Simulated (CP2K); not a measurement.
The system is HPbNO4.

```
H Pb N O
1.0
     3.85724    0.00000    0.00000
     0.17568    4.33430    0.00000
     0.70265    0.81828    5.88638
H Pb N O
1 1 1 4
Direct
  0.61511 0.89559 0.19844
  0.64597 0.44651 0.91685
  0.71474 0.23810 0.50058
  0.16958 0.47007 0.77768
  0.62919 0.97045 0.49845
  0.56424 0.92583 0.03849
  0.78022 0.42250 0.31951
```

The cell was built by a generator and needn't be a form met in nature.

Program: CP2K 2026.2. Alike in all runs: task band structure; potentials or basis POTENTIAL_UZH H GTH-PBE-q1, Pb GTH-PBE-q4, N GTH-PBE-q5, O GTH-PBE-q6; TZVP-MOLOPT-PBE-GTH basis; no spin polarisation; cell as given; k mesh 7 × 6 × 5; smearing fermi-dirac 0.05 eV.

Question: Order these runs on this cell by their pressure, lowest first.
A. level RPBE
B. level vdW-DF-cx; cutoff of the non-local correlation (Ry) 300
C. level r2SCAN

Answer: C (-0.6 GPa), B (1.5 GPa), A (3.8 GPa).

Caveats: the potentials were made for another functional, which shifts forces and pressure; the basis of atomic orbitals isn't converged, which shifts pressures, moduli and gaps.

Runs at the PBE level aren't shown here.
